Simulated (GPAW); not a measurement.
# AlIn (P6/mmm) in GPAW: further runs

Runs on AlIn. Level: PBE. Tasks: band structure.

All numbers are computed with GPAW 26.7.0; they aren't measurements. Logs are shortened: lines on timing, memory, paths and dates and some standing lists are left out, and cuts for length are marked. The log counts tension as positive stress, the text compression.

## Step 1: Starting point

The structure is hexagonal, space group P6/mmm (No. 191). Conventional cell: a = 3.054 Å, b = 3.054 Å, c = 5.828 Å, α = 90.00°, β = 90.00°, γ = 120.00°. Al (site symmetry 6/mmm) has 2 In at 2.91 Å and 6 Al at 3.05 Å as nearest neighbours. In (site symmetry 6/mmm) is surrounded by 2 Al at 2.91 Å and 6 In at 3.05 Å.

The cell was built by a generator and needn't be a form met in nature.

## Step 2: Band structure, PBE, 19.55 Å³/atom

run.py

```python
from ase.dft.bandgap import bandgap
from ase.io import read, write
from ase.units import Bohr, GPa
from gpaw import GPAW, PW
from gpaw.elf import elf_from_dft_calculation

atoms = read('POSCAR')

calc = GPAW(mode=PW(600),
            xc='PBE',
            kpts={'size': (10, 10, 5), 'gamma': True},
            occupations={'name': 'fermi-dirac', 'width': 0.05},
            nbands=16,
            convergence={'density': 1e-05, 'energy': 1e-05},
            maxiter=150,
            txt='gpaw.txt')
atoms.calc = calc
energy = atoms.get_potential_energy()
forces = atoms.get_forces()
stress = atoms.get_stress()
calc.write('gs.gpw')
write('result.traj', atoms)
print(f'Energy: {energy:.6f} eV')
print('Forces (eV/A):')
print(forces.round(4))
print('Stress (GPa):', (stress / GPa).round(3))
print('Fermi level:', round(calc.get_fermi_level(), 4), 'eV')
print(f'Gap: {bandgap(calc)[0]:.4f} eV, direct: {bandgap(calc, direct=True)[0]:.4f} eV')

# fields on the real-space grid
write('density.cube', atoms, data=calc.get_pseudo_density() * Bohr**3)
write('potential.cube', atoms, data=calc.get_electrostatic_potential())
write('elf.cube', atoms, data=elf_from_dft_calculation(calc).data)

path = atoms.cell.bandpath('GMKGALHA,LM,KH', npoints=100, eps=1e-4)
bs_calc = calc.fixed_density(kpts=path, symmetry='off', nbands=26,
                             convergence={'bands': 'CBM+6.0', 'eigenstates': 1e-6}, txt='bands.txt')
bs = bs_calc.band_structure()
bs.write('bs.json')
print(f'Gap on the path: {bandgap(bs_calc)[0]:.4f} eV')
```

POSCAR

```
AlIn
1.0
    2.8708857494      0.0000000000      0.0000000000
   -1.4354428747      2.4862599904      0.0000000000
    0.0000000000      0.0000000000      5.4783388000
Al In
1 1
Direct
    0.0000000000      0.0000000000      0.0000000000
    0.0000000000      0.0000000000      0.5000000000
```

Potentials or basis: GPAW PAW data sets (gpaw-data 1.2.1), pw.

Started as:

```bash
> OMP_NUM_THREADS=1 python run.py
```

gpaw.txt:

```text
__  _  _
 | _ |_)|_||  |
 |__||  | ||/\| - 26.7.0

Input parameters:
  mode=PW(ecut=600.0),
  convergence={'density': 1e-05, 'energy': 1e-05},
  kpts=MonkhorstPack(size=(10, 10, 5), gamma=True),
  maxiter=150,
  nbands=16,
  occupations=Occupations(name='fermi-dirac', width=0.05),
  xc=XC(name='PBE')

Diagonalizing LCAO Hamiltonian
Converting LCAO to pw mode

       In

       Al

Atoms  # Å, Bohr magnetons
|   | symbol |        x |        y |        z |    initial magnetic moments |
|---|--------|----------|----------|----------|-----------------------------|
| 0 |     Al | 0.000000 | 0.000000 | 0.000000 | ( 0.0000,  0.0000,  0.0000) |
| 1 |     In | 0.000000 | 0.000000 | 2.739169 | ( 0.0000,  0.0000,  0.0000) |

Unit cell  # Å
| periodic |         x |        y |        z |  lengths |     angles |
|----------|-----------|----------|----------|----------|------------|
|      yes |  2.870886 | 0.000000 | 0.000000 | 2.870886 |  90.000000 |
|      yes | -1.435443 | 2.486260 | 0.000000 | 2.870886 |  90.000000 |
|      yes |  0.000000 | 0.000000 | 5.478339 | 5.478339 | 120.000000 |

Number of symmetries: 24
Symmetry operations  # r_c * U_cc + t_c -> r_c
|    | kind |            matrix            |
|----|------|------------------------------|
|  0 |  σ   |  1, 1, 0,  0,-1, 0,  0, 0, 1 |
|  1 |  C2  |  1, 1, 0,  0,-1, 0,  0, 0,-1 |
|  2 |  C6  |  1, 1, 0, -1, 0, 0,  0, 0, 1 |
|  3 |  S6  |  1, 1, 0, -1, 0, 0,  0, 0,-1 |
|  4 |  E   |  1, 0, 0,  0, 1, 0,  0, 0, 1 |
|  5 |  σ   |  1, 0, 0,  0, 1, 0,  0, 0,-1 |
|  6 |  σ   |  1, 0, 0, -1,-1, 0,  0, 0, 1 |
|  7 |  C2  |  1, 0, 0, -1,-1, 0,  0, 0,-1 |
|  8 |  σ   |  0, 1, 0,  1, 0, 0,  0, 0, 1 |
|  9 |  C2  |  0, 1, 0,  1, 0, 0,  0, 0,-1 |
| 10 |  C3  |  0, 1, 0, -1,-1, 0,  0, 0, 1 |
| 11 |  S3  |  0, 1, 0, -1,-1, 0,  0, 0,-1 |
| 12 |  C6  |  0,-1, 0,  1, 1, 0,  0, 0, 1 |
| 13 |  S6  |  0,-1, 0,  1, 1, 0,  0, 0,-1 |
| 14 |  σ   |  0,-1, 0, -1, 0, 0,  0, 0, 1 |
| 15 |  C2  |  0,-1, 0, -1, 0, 0,  0, 0,-1 |
| 16 |  σ   | -1, 0, 0,  1, 1, 0,  0, 0, 1 |
| 17 |  C2  | -1, 0, 0,  1, 1, 0,  0, 0,-1 |
| 18 |  C2  | -1, 0, 0,  0,-1, 0,  0, 0, 1 |
| 19 |  i   | -1, 0, 0,  0,-1, 0,  0, 0,-1 |
| 20 |  C3  | -1,-1, 0,  1, 0, 0,  0, 0, 1 |
| 21 |  S3  | -1,-1, 0,  1, 0, 0,  0, 0,-1 |
| 22 |  σ   | -1,-1, 0,  0, 1, 0,  0, 0, 1 |
| 23 |  C2  | -1,-1, 0,  0, 1, 0,  0, 0,-1 |

BZ-sampling:
  Number of BZ points: 500
  Number of IBZ points: 42

  Monkhorst-Pack size: [10, 10, 5]
  Monkhorst-Pack shift: [0.05, 0.05, 0.0]

K-points  # in reciprocal-cell coordinates
|     |                                coordinates |     weight |
|-----|--------------------------------------------|------------|
|   0 | (  0.00000000,   0.00000000,   0.00000000) | 0.00200000 |
|   1 | (  0.00000000,   0.00000000,   0.20000000) | 0.00400000 |
|   2 | (  0.00000000,   0.00000000,   0.40000000) | 0.00400000 |
|   3 | (  0.10000000,   0.00000000,   0.00000000) | 0.01200000 |
|   4 | (  0.10000000,   0.00000000,   0.20000000) | 0.02400000 |
|   5 | (  0.10000000,   0.00000000,   0.40000000) | 0.02400000 |
|   6 | (  0.20000000,  -0.10000000,   0.00000000) | 0.01200000 |
|   7 | (  0.20000000,  -0.10000000,   0.20000000) | 0.02400000 |
|   8 | (  0.20000000,  -0.10000000,   0.40000000) | 0.02400000 |
|   9 | (  0.20000000,   0.00000000,   0.00000000) | 0.01200000 |
| ... |                                            |            |
|  41 | (  0.50000000,   0.50000000,   0.40000000) | 0.01200000 |

Plane wave coefficients: 1320
Cutoff: 600.0 eV

Spin-components: 1 (collinear spins)
Bands:           16
Projectors:      11
Spin-degeneracy: 2
Datatype:        complex128

Parallelization:
  kpt:    1
  domain: 1
  band:   1

Density:
  Valence electrons: 16.0
  Components: 1
  Grid points: [18 18 32]
  Charge: 0.0  # |e|

Potential:
  Grid points: [18 18 32]

species:
  Al:
    name:    Aluminium
    Z:       13.0
    valence: 3
    core:    10
    charge:  0.0  # [|e|]
    compensation charges:
      type: gauss
      rc: 0.34  # [Å]
      lmax: 2
    cutoffs:
      filter: 1.91  # [Å]
      core: 2.36  # [Å]
    projectors
    | kind |    occ | energy [eV] | rcut [Å] |
    |------|--------|-------------|----------|
    |   3s |  2.000 |      -7.753 |    1.085 |
    |   3p |  1.000 |      -2.712 |    1.085 |
    |    s |        |      19.459 |    1.085 |
    |    p |        |      24.499 |    1.085 |
    |    d |        |       0.000 |    1.085 |

    Using partial waves for Al as LCAO basis

  In:
    name:    Indium
    Z:       49.0
    valence: 13
    core:    36
    charge:  0.0  # [|e|]
    compensation charges:
      type: gauss
      rc: 0.36  # [Å]
      lmax: 2
    cutoffs:
      filter: 2.09  # [Å]
      core: 2.48  # [Å]
    projectors
    | kind |    occ | energy [eV] | rcut [Å] |
    |------|--------|-------------|----------|
    |   5s |  2.000 |      -8.203 |    1.185 |
    |   5p |  1.000 |      -2.521 |    1.244 |
    |   4d | 10.000 |     -18.629 |    1.148 |
    |    s |        |      19.008 |    1.185 |
    |    p |        |      24.691 |    1.244 |
    |    d |        |       8.583 |    1.148 |

    Using partial waves for In as LCAO basis

Reference energy: -166578.842925  # eV

eigensolver:
  PPCG
  Converge bands: occupied
  niter=2

density mixing:
  MSR1-Mixer
  Pratt-step length: 0.05
  Maximum mixing coefficient: 0.75
  Old densities: 10
  SVD Regularization: 0.005
  Good broyden scale: 1.0
  Trust region scale: 1.0
  Backstep threshold: 4.0
  History deletion threshold: 6.0
  Fourier metric: weight=20.0, sigma=0.015

occupation numbers:
  Fermi-Dirac:
    width: 0.0500  # eV

poisson solver:
  ecut: 4800.0  # eV

xc functional:
  name: PBE with 2 nearest neighbor stencil

convergence criteria:
- Maximum integral of absolute [dens]ity change: 1e-05 electrons / valence electron
- Maximum [total energy] change in last 3 cyles: 1e-05 eV / valence electron
- Maximum integral of absolute [eigenst]ate change: 4e-08 eV^2 / valence electron
maximum number of iterations: 150

SCF iterations
|iter     | |      energy | eigst |  dens |
|---------|-|-------------|-------|-------|
|iter:   1| |   -5.934674 | -0.17 |       |
|iter:   2| |   -5.872082 | -2.47 | -1.32 |
|iter:   3| |   -5.730807 | -2.34 | -1.37 |
|iter:   4| |   -5.730472 | -3.28 | -1.76 |
|iter:   5| |   -5.729499 | -3.62 | -2.08 |
|iter:   6| |   -5.729575 | -4.78 | -2.74 |
|iter:   7| |   -5.729577c| -6.35 | -3.48 |
|iter:   8| |   -5.729578c| -7.67c| -4.43 |
|iter:   9| |   -5.729578c| -8.05c| -5.16c|

Converged in 9 steps
Energy contributions relative to reference atoms: (reference = -166578.842925)

Energy contributions:
  Kinetic:          24.518210
  Coulomb:         -19.423628
  Zero:              0.186662
  External:          0.000000
  Xc:              -11.003761
  Entropy:          -0.014124
  Spinorbit:         0.000000
  ----------------------------
  Free energy:      -5.736640
  Extrapolated:     -5.729578

dipole moment: (-7.331407, -12.698370, -9.417648)  # |e|*Ang

Fermi level: 7.838
Eigenvalues  # (at kpt = [0.000, 0.000, 0.000])
| band index |      eig [eV] | occ [0-2] |
|------------|---------------|-----------|
|          0 |        -7.449 |     2.000 |
|          1 |        -7.152 |     2.000 |
|          2 |        -7.152 |     2.000 |
|          3 |        -6.548 |     2.000 |
|          4 |        -6.548 |     2.000 |
|          5 |        -2.976 |     2.000 |
[... 8 lines left out ...]
|         14 |        21.432 |     0.000 |
|         15 |        24.992 |     0.000 |

No gap
No difference between direct/indirect transitions

Forces  # eV/Ang
|        x |        y |       z |
|----------|----------|---------|
| -0.00000 |  0.00000 | 0.00000 |  # Al   0
|  0.00000 | -0.00000 | 0.00000 |  # In   1

Stress tensor  # eV/Ang^3
|         x |         y |         z |
|-----------|-----------|-----------|
| -0.084344 |  0.000000 |  0.000000 |
|  0.000000 | -0.084344 |  0.000000 |
|  0.000000 |  0.000000 | -0.082098 |

# Writing to gs.gpw (mode='')
```

Wall time 47 s (1 thread of Arm Neoverse V1, shared host); peak memory 0.26 GiB.

Results:

```yaml
Free_energy: -5.7366 eV
Pressure: 13.4 GPa
Band_gap_along_the_path: none (metal or under the smearing width)
```

Caveat: the density grid can change from cell to cell, which puts small steps into energies and stress; spin-orbit coupling is left out, which moves the levels of the heavy elements.

## Step 3: Band structure, PBE, 20.83 Å³/atom

Edit run.py of step 2 so:

```diff
@@ -2,5 +2,4 @@
 from ase.io import read, write
-from ase.units import Bohr, GPa
+from ase.units import GPa
 from gpaw import GPAW, PW
-from gpaw.elf import elf_from_dft_calculation
 
@@ -29,9 +28,4 @@
 
-# fields on the real-space grid
-write('density.cube', atoms, data=calc.get_pseudo_density() * Bohr**3)
-write('potential.cube', atoms, data=calc.get_electrostatic_potential())
-write('elf.cube', atoms, data=elf_from_dft_calculation(calc).data)
-
 path = atoms.cell.bandpath('GMKGALHA,LM,KH', npoints=100, eps=1e-4)
-bs_calc = calc.fixed_density(kpts=path, symmetry='off', nbands=26,
+bs_calc = calc.fixed_density(kpts=path, symmetry='off', nbands=27,
                              convergence={'bands': 'CBM+6.0', 'eigenstates': 1e-6}, txt='bands.txt')
```

POSCAR

```
AlIn
1.0
    2.9319684250      0.0000000000      0.0000000000
   -1.4659842125      2.5391591391      0.0000000000
    0.0000000000      0.0000000000      5.5948992000
Al In
1 1
Direct
    0.0000000000      0.0000000000      0.0000000000
    0.0000000000      0.0000000000      0.5000000000
```

Potentials or basis: GPAW PAW data sets (gpaw-data 1.2.1), pw.

Started as:

```bash
> OMP_NUM_THREADS=1 python run.py
```

Run time: 49 s. Hardware: 1 thread of Arm Neoverse V1, shared host; peak memory 0.27 GiB.

The run converged. Its results:

```yaml
Free_energy: -5.9002 eV
Pressure: 7.4 GPa
Band_gap_along_the_path: none (metal or under the smearing width)
```

Caveat: the density grid can change from cell to cell, which puts small steps into energies and stress; spin-orbit coupling is left out, which moves the levels of the heavy elements.
